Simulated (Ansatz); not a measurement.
# In: the crystal squeezed far

An exercise on one series of results from a longer session: the logs are not shown, and one member is left open.

Computed with Ansatz 0.2.0 (DFT, PBEsol, PAW with Ansatz's default frozen-core files, scalar-relativistic, unless a step's input says otherwise).

1 further run of the same task is left out (it didn't finish). Runs told in other sessions of the task aren't counted.

## The structure to begin with

The structure is cubic, space group Pm-3m (No. 221). The conventional cell has a = 3.023 Å, b = 3.023 Å, c = 3.023 Å, α = 90.00°, β = 90.00°, γ = 90.00°. In (site symmetry m-3m) has 6 In at 3.02 Å in its first shell of neighbours.

As a file:

```
CELL_PARAMETERS angstrom
3.02306 0.00000 0.00000
0.00000 3.02306 0.00000
0.00000 0.00000 3.02306
ATOMIC_POSITIONS crystal
In 0.00000 0.00000 0.00000
```

Whether this phase is the stable one at these pressures isn't tested.

Set-up of the first run:

The input, input.yaml:

```yaml
crystal:
  lattice:
    - [3.0230622565, 0.0, 0.0]
    - [0.0, 3.0230622565, 0.0]
    - [0.0, 0.0, 3.0230622565]
  atoms:
    - { symbol: In, position: [0.0, 0.0, 0.0] }
kpoints:
  mp_grid: { grid: [14, 14, 14] }
scf:
  occupations: { method: fermi_dirac, width: 0.05 }
hamiltonian:
  xc: pbesol
  pseudopotentials: { kind: paw }
output:
  forces: true
  stress: true
  write_density: true
  write_potential: true
  elf: true
  volumetric_format: npy
relax:
  f_tol: 0.005
  max_steps: 40
  cell: {}
```

The run is started by

```bash
> ansatz run input.yaml --threads 1 --pin off --max-ram 2048MiB --backend cpu --events-out ev --progress --plain --runs-dir out
```

Steps of the session up to this table: Cell relaxed at zero pressure, PAW; Volume scaled by 1, PAW; Volume scaled by 0.95, PAW; Volume scaled by 0.85, PAW; Volume scaled by 0.75, PAW; Volume scaled by 0.65, PAW; Volume scaled by 0.55, PAW; Volume scaled by 0.45, PAW; Volume scaled by 0.4, PAW; Volume scaled by 0.4, PAW (cutoff 300 eV).

One table of the session follows, with a row left open; its other results are not shown here.

```
             method  volume over the first  volume (Å³/atom)  pressure (GPa)
                PAW                      1            27.331            0.01
                PAW                   0.95            25.965            2.37
                PAW                   0.85            23.232            9.93
                PAW                   0.75            20.498           24.36
                PAW                   0.65            17.765           52.99
                PAW                   0.55            15.032          113.32
                PAW                   0.45            12.299          251.63
                PAW                    0.4            10.933          387.33
PAW (cutoff 300 eV)                    0.4                 ?               ?
```

Q: Estimate the row for PAW (cutoff 300 eV), 0.4 from the others.

As computed: volume (Å³/atom): 10.933; pressure (GPa): 388.74.

Limits of these values: Warnings in the runs' records: cutoff below recommended.
